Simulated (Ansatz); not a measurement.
# Al3Au in Ansatz: the effect of functional

The system is Al3Au.

```xyz
4
Lattice="-2.0520 2.0520 4.1100 2.0520 -2.0520 4.1100 2.0520 2.0520 -4.1100" Properties=species:S:1:pos:R:3 pbc="T T T"
Au    0.0000    0.0000    0.0000
Al    0.0000    0.0000    4.1100
Al    2.0520    0.0000    2.0550
Al    0.0000    2.0520    2.0550
```

The cell comes from a database or a generator and needn't be the stable form of this composition.

The cell isn't the ideal one: volume scaled by 1.04.

Alike in all runs:

- Program: Ansatz 0.2.0
- Task: single point
- Potentials or basis: Ansatz PAW
- k mesh: 9 × 9 × 9
- Occupations: fermi-dirac, width 0.05 eV
- Spin: no spin polarisation

Problem. One run gave: pressure -3.0 GPa. Which functional did it use?
A. LDA
B. r2SCAN
C. PBE

Solution. C.

```tsv
functional	cutoff	pressure (GPa)
LDA	420 eV (not typed: the program's choice for these potentials)	-7.9
r2SCAN	500 eV (not typed: the program's choice for these potentials)	-6.2
PBE	420 eV (not typed: the program's choice for these potentials)	-3.0
```

Caveats: the PAW data sets come from PBE, with cores solved anew for the run's functional, which leaves a small shift of forces and pressure (some runs).
